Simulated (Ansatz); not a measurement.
# K: how the settings move a single-point run

Aim: see which settings change the result for K, by how much, and at what cost.

The COD entry's cell or inner coordinates are ideal or old and differ from later refinements, so a difference from it is no clean test against experiment.

Method: reference: DFT, PBEsol, all-electron LAPW, scalar-relativistic; levels and slopes on a fine mesh, independent-particle optical spectra, in Ansatz 0.2.0.

### 1 Starting point

Symmetry: Im-3m, No. 229, cubic system. Conventional cell: a = 5.225 Å, b = 5.225 Å, c = 5.225 Å, α = 90.00°, β = 90.00°, γ = 90.00°.

As a file:

```
CELL_PARAMETERS angstrom
-2.61250 2.61250 2.61250
2.61250 -2.61250 2.61250
2.61250 2.61250 -2.61250
ATOMIC_POSITIONS crystal
K 0.00000 0.00000 0.00000
```

### 2 Reference

input.yaml

```yaml
crystal:
  lattice:
    - [-2.6125, 2.6125, 2.6125]
    - [2.6125, -2.6125, 2.6125]
    - [2.6125, 2.6125, -2.6125]
  atoms:
    - { symbol: K, position: [0.0, 0.0, 0.0] }
kpoints:
  mp_grid: { grid: [12, 12, 12] }
scf:
  occupations: { method: fermi_dirac, width: 0.05 }
hamiltonian:
  xc: pbesol
  pseudopotentials: { kind: all_electron, lapw: { basis_error: 0.001 } }
output:
  forces: true
  stress: true
  eigenvalues: true
  eigenstates:
    nscf_kmesh: { grid: [16, 16, 16] }
    de_dk: true
    e_range: [-14, 14]
  optics:
    e_range: [0, 20]
    de: 0.2
    sigma: 0.2
    bands: { spectra_wanted_up_to: 20 }
    nscf_kmesh: { grid: [16, 16, 16] }
    drude_damping: 0.1
checkpoint:
  write: ck
  write_wavefunctions: false
```

Started as:

```sh
$ ansatz run input.yaml --threads 1 --pin off --max-ram 3072MiB --backend cpu --events-out ev --progress --plain --runs-dir out
```

### 3 Changed: preconditioner kerker

input.yaml, as its differences from that of step 2:

```diff
@@ -11,2 +11,3 @@
   occupations: { method: fermi_dirac, width: 0.05 }
+  mixing: { preconditioner: kerker }
 hamiltonian:
```

Before running it: what results should come out? Wanted: for each run, ending; energy change; pressure; gap; force.

The runs gave:

```tsv
run	ending	energy change	pressure (GPa)	gap (eV)	force (eV/Å)	cycles	time
reference	converged	0	0.0	0.00	0.00	-	12 s
1: preconditioner kerker	converged	0.0 meV/atom	0.0	0.00	0.00	9	12 s
```

Residual by cycle in the longest SCF loop of each run; runs are numbered as in the table. The quantity is the density residual dr2, in eV.

```tsv
cycle	reference	run 1
1	0.0022	0.0022
2	0.00119	0.00119
3	3.5e-4	3.5e-4
4	9.2e-5	9.2e-5
5	1.7e-6	1.7e-6
6	1.4e-7	1.4e-7
7	2.7e-9	2.7e-9
8	1.2e-10	1.2e-10
9	6.9e-13	6.9e-13
```

Energy and cycle count are those of the reference, so the change (mixing) left the result and the number of cycles as they were.
